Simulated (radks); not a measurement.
# Valence configurations of Br

Aim: which of several valence configurations of Br lies lowest at this level, and whether it is the one NIST lists ([Ar] 3d10 4s2 4p5).

The numbers are computed with radks (a radial shooting solver on a logarithmic mesh, Libxc functionals) version 1 (Dirac Kohn-Sham, LDA (Slater exchange, Perdew-Wang correlation), spin-unpolarised, spherical densities, finite nucleus; open shells fill j = l - 1/2 first), except any that are marked as measured or tabulated.

**1. The system**

```
element            : bromine (Z = 35)
charge             : 0
electrons          : 35
configuration      : [Ar] 3d10 4s2 4p5
nuclear rms radius : 4.1629 fm
others tried       : 3d9.5 4s2 4p5.5; 3d9 4s2 4p6; 3d10 4s1 4p6; 3d9.5 4s1.5 4p6; 3d10 4s1.5 4p5.5
```

**2. [Ar] 3d10 4s2 4p5**

The run's settings:

```text
Z 35
configuration [Ar] 3d10 4s2 4p5
relativity Dirac
functional lda,pw
spin unpolarised
j_filling energy
nucleus finite rms 4.1629 fm
c 137.035999084
```

**3. [Ar] 3d9.5 4s2 4p5.5**

Changes since step 2:

```diff
@@ -1,3 +1,3 @@
 Z 35
-configuration [Ar] 3d10 4s2 4p5
+configuration [Ar] 3d9.5 4s2 4p5.5
 relativity Dirac
```

**4. [Ar] 3d9 4s2 4p6**

Changes since step 3:

```diff
@@ -1,3 +1,3 @@
 Z 35
-configuration [Ar] 3d9.5 4s2 4p5.5
+configuration [Ar] 3d9 4s2 4p6
 relativity Dirac
```

**5. [Ar] 3d10 4s1 4p6**

Changes since step 4:

```diff
@@ -1,3 +1,3 @@
 Z 35
-configuration [Ar] 3d9 4s2 4p6
+configuration [Ar] 3d10 4s1 4p6
 relativity Dirac
```

**6. [Ar] 3d9.5 4s1.5 4p6**

Changes since step 5:

```diff
@@ -1,3 +1,3 @@
 Z 35
-configuration [Ar] 3d10 4s1 4p6
+configuration [Ar] 3d9.5 4s1.5 4p6
 relativity Dirac
```

**7. [Ar] 3d10 4s1.5 4p5.5**

Changes since step 6:

```diff
@@ -1,3 +1,3 @@
 Z 35
-configuration [Ar] 3d9.5 4s1.5 4p6
+configuration [Ar] 3d10 4s1.5 4p5.5
 relativity Dirac
```

Q: Predict the outcome of this session. Wanted: for each run, valence; E − E(NIST configuration); highest level; its energy; 1s shift.

**Answer**, as computed:

| valence | E − E(NIST configuration) (eV) | highest level | its energy (eV) | 1s shift (eV) |
| --- | --- | --- | --- | --- |
| 3d10 4s2 4p5 | 0.000 | 4p3/2 | -7.813 | +0.00 |
| 3d10 4s1.5 4p5.5 | 6.262 | 4p3/2 | -8.121 | -0.83 |
| 3d10 4s1 4p6 | 12.580 | 4p3/2 | -8.420 | -1.64 |
| 3d9.5 4s2 4p5.5 | 30.695 | 4p3/2 | -8.459 | -7.46 |
| 3d9.5 4s1.5 4p6 | 37.197 | 4p3/2 | -8.758 | -8.26 |
| 3d9 4s2 4p6 | 64.158 | 4p3/2 | -9.106 | -15.13 |

In words: Theory agrees with NIST among these: the next, 3d10 4s1.5 4p5.5, lies 6.262 eV higher. The energies are those of spherical spin-averaged densities, not of single terms. The 1s eigenvalue shifts by up to 15.13 eV as the valence charge is rearranged.
